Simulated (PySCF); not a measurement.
# doublet SiSe−: levels of theory compared

We compute a comparison of 5 runs (UBLYP/aug-cc-pVTZ, UM06-L/aug-cc-pVTZ, UPBE/aug-cc-pVTZ, USVWN5/aug-cc-pVTZ, UCCSD(T)/aug-cc-pVTZ) of doublet SiSe−. Input form: a Python script.

The calculation is run with PySCF 2.14.0.

### Step 1. Starting point

SiSe− has 2 atoms, charge -1, and is taken as a doublet. SMILES of the parent species: `[Si][Se]`. The shape is that of a PBE0-D4/def2-TZVP optimisation. That shape belongs to the parent species and isn't relaxed for this state.

Bond lengths: Si1–Se2 2.062 Å.

### Step 2. A single-point energy at UBLYP/aug-cc-pVTZ (run 1)

job.py reads:

```python
from pyscf import gto, dft

mol = gto.M(
    atom=[
    ('Si', (0.000000, 0.000000, 0.031440)),
    ('Se', (-0.000000, -0.000000, 2.093090)),
],
    charge=-1,
    spin=1,
    basis='aug-cc-pvtz',
    verbose=4,
    max_memory=1860,
)

mf = dft.UKS(mol)
mf.xc = 'blyp'
mf.conv_tol = 1e-10
mf.grids.level = 5
mf.kernel()
if not mf.converged:
    mf = mf.newton().run(mf.mo_coeff, mf.mo_occ)

e_final = mf.e_tot
print('E = %.10f Eh' % e_final)
```

The run is started by

```sh
OMP_NUM_THREADS=1 python job.py
```

Output:

```text
PySCF version 2.14.0

[... 51 lines left out ...]
[... the frontier-level lines of each cycle are left out ...]
[... 7 lines left out ...]
[... 94 lines left out ...]
converged SCF energy = -2691.17569763667  <S^2> = 0.7532251  2S+1 = 2.0032225
E = -2691.1756976367 Eh
```

Wall time 29 s (1 thread of Arm Neoverse V2, shared host); peak memory 0.55 GiB.

### Step 3. A single-point energy at UM06-L/aug-cc-pVTZ (run 2)

job.py reads:

```python
from pyscf import gto, dft

system = gto.M(
    atom='''
Si     0.000000     0.000000     0.059413
Se     0.000000     0.000000     3.955367
''',
    spin=1,
    max_memory=1860,
    unit='bohr',
    charge=-1,
    verbose=3,
    basis='aug-cc-pvtz',
)

mf = dft.UKS(system, xc='m06-l')
mf.grids.level = 5
mf.conv_tol = 1e-10
mf.kernel()
if not mf.converged:
    mf = mf.newton().run(mf.mo_coeff, mf.mo_occ)

energy = mf.e_tot
print(f'total energy: {energy:.8f} hartree')
```

The run is started by

```sh
OMP_NUM_THREADS=1 python job.py
```

Output:

```text
WARN: HOMO -0.11257095613466 >= LUMO -0.112570956134659

converged SCF energy = -2691.03711603818  <S^2> = 0.7570919  2S+1 = 2.0070794
total energy: -2691.03711604 hartree
```

It took 41 s on 1 thread of Arm Neoverse V2, shared host; peak memory 0.6 GiB.

Runs 3 to 4 aren't shown in full; the table further down has their settings and results.

### Step 4. The energy at UCCSD(T)/aug-cc-pVTZ (run 5)

run.py reads:

```python
from pyscf import gto, cc

system = gto.Mole()
system.atom = '''
Si     0.000000     0.000000     0.031440
Se     0.000000     0.000000     2.093090
'''
system.verbose = 3
system.spin = 1
system.max_memory = 1860
system.charge = -1
system.basis = 'aug-cc-pvtz'
system.build()

mf = system.UHF()
mf.conv_tol = 1e-10
mf.kernel()
if not mf.converged:
    mf = mf.newton().run(mf.mo_coeff, mf.mo_occ)

mycc = cc.CCSD(mf, frozen=14)
mycc.kernel()
e_t = mycc.ccsd_t()
e_tot = mycc.e_tot + e_t
print('E = %.10f Eh' % e_tot)
```

The run is started by

```sh
OMP_NUM_THREADS=1 python run.py
```

Output:

```text
converged SCF energy = -2688.85826626091  <S^2> = 0.7746326  2S+1 = 2.0244827
E(UCCSD) = -2689.192499326303  E_corr = -0.3342330653945437
UCCSD(T) correction = -0.0188827459000248
E = -2689.2113820722 Eh
```

It took 4.6 min on 1 thread of Arm Neoverse V2, shared host; peak memory 3.6 GiB.

### Step 5. The series

```tsv
run	level	integration grid	frozen core orbitals	energy (Eh)	HOMO energy (eV)	LUMO energy (eV)	⟨S²⟩	wall time
1	UBLYP/aug-cc-pVTZ	5	–	-2691.175698	1.98	2.13	0.753	29 s
2	UM06-L/aug-cc-pVTZ	5	–	-2691.037116	2.04	2.41	0.757	41 s
3	UPBE/aug-cc-pVTZ	5	–	-2690.630244	1.82	1.99	0.754	17 s
4	USVWN5/aug-cc-pVTZ	5	–	-2686.585111	1.81	1.82	0.752	14 s
5	UCCSD(T)/aug-cc-pVTZ	–	14	-2689.211382	-0.94	3.97	0.775	4.6 min
```

### Step 6. Results

| quantity | value |
| --- | --- |
| run 5: total energy | -2689.21138 Eh |
| run 5: HOMO energy (Hartree–Fock orbitals) (highest over α and β) | -0.94 eV |
| run 5: LUMO energy (Hartree–Fock orbitals) (lowest over α and β) | 3.97 eV |
| run 5: correlation energy (14 core orbitals frozen) | -353.1 mEh |
| run 5: (T) correction | -18.88 mEh |
| run 5: ⟨S²⟩ of the reference determinant | 0.775 |
| run 5: T1 diagnostic | 0.017 |

In words: Totals of different functionals can't be ranked against each other. In runs 1, 2, 3, 4 the HOMO lies above zero, so the outermost electron may be held by the basis alone. All runs together took 6.3 min, the longest 4.6 min.
